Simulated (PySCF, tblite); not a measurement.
# C₆H₈NOSi radical: geometry, infrared bands and EPR parameters

Aim: predict the infrared bands and EPR parameters of C₆H₈NOSi radical (`[O]c1cccc(N[SiH3])c1`).

Programs: tblite 0.8.0 and PySCF 2.14.0, with density-fitted response routines of our own. Each step states its level of theory. These are calculated values for one molecule in the gas phase, unless marked as measured. Atoms are numbered from 0 throughout.

### 1 The starting structure

17 atoms, charge 0, multiplicity 2; geometry from: force field or distance geometry start.

Bonds of the start (Å): O0–C1 1.37, C1–C2 1.37, C2–C3 1.37, C3–C4 1.38, C4–C5 1.39, C5–N6 1.41, N6–Si7 1.79, C5–C8 1.40, C8–C1 1.38, C2–H9 1.12, C3–H10 1.10, C4–H11 1.08, N6–H12 1.07, Si7–H13 1.49, Si7–H14 1.49, Si7–H15 1.46, C8–H16 1.08.

### 2 Relaxing the molecule with GFN2-xTB

Job settings and geometry (Å):

```
{"job": {"kind": "relax", "xc": "GFN2-xTB", "basis": "xTB"}, "charge": 0, "multiplicity": 2}
O     -2.946800     2.121500    -0.228800
C     -2.099800     1.046800    -0.169500
C     -2.538200    -0.247900    -0.306100
C     -1.673800    -1.307700    -0.251900
C     -0.326500    -1.145800    -0.019900
C      0.137700     0.157100     0.120900
N      1.483200     0.512000     0.331000
Si     2.908900    -0.157800    -0.516600
C     -0.754500     1.233900     0.056900
H     -3.624600    -0.446700    -0.484000
H     -2.147300    -2.297900    -0.378000
H      0.312500    -2.013100     0.015900
H      1.700400     1.250900     1.078100
H      3.284400     0.774800    -1.609900
H      4.101300    -0.220200     0.376300
H      2.571800    -1.495600    -0.984500
H     -0.395700     2.247700     0.168400
```

The run is started by

```
$ OMP_NUM_THREADS=1 python probes_run.py task.json out
```

One launch serves the whole session: the jobs run in the order shown.

**Question.** This job is followed by: GFN2-xTB harmonic vibrations, gas phase; UKS B3LYP, pcH-1 on C H N O Si, non-relativistic, mean-field spin-orbit, GIAO. Predict these results of the whole session: strongest single infrared mode (GFN2-xTB); zero-point energy (GFN2-xTB); g(iso) (B3LYP); ⟨S²⟩; largest a(iso) (averaged by class); potential on the surface of density 0.002 e/bohr³, 1st and 99th percentile.

As calculated:

```
                                                                  quantity                  value
                                 strongest single infrared mode (GFN2-xTB)  2234 cm⁻¹, 405 km/mol
                                              zero-point energy (GFN2-xTB)          74.6 kcal/mol
                                                            g(iso) (B3LYP)                2.00588
                                                                      ⟨S²⟩     0.786 (exact 0.75)
                                        largest a(iso) (averaged by class)    13C on C4, 37.5 MHz
potential on the surface of density 0.002 e/bohr³, 1st and 99th percentile     -1.90 V and 2.03 V
```

The optimisation took 142 steps and gained 1.005 eV; among the close pairs (by a distance rule), O0–C1 changed most, from 1.370 to 1.239 Å. No mode is imaginary among the 45: a minimum at this level. The strongest single mode, at 2234 cm⁻¹, moves mainly H13 and H15. Unscaled tight-binding wavenumbers are off by several per cent, some by more. Its intensities can rank the bands wrongly. The largest spin populations lie on C4 (0.44 e), O0 (0.39 e), C2 (0.37 e). The isotropic g lies 3.6 ppt above the free-electron value. The conformer search found further structures of the same energy, which may be mirror or relabelled copies of this one.
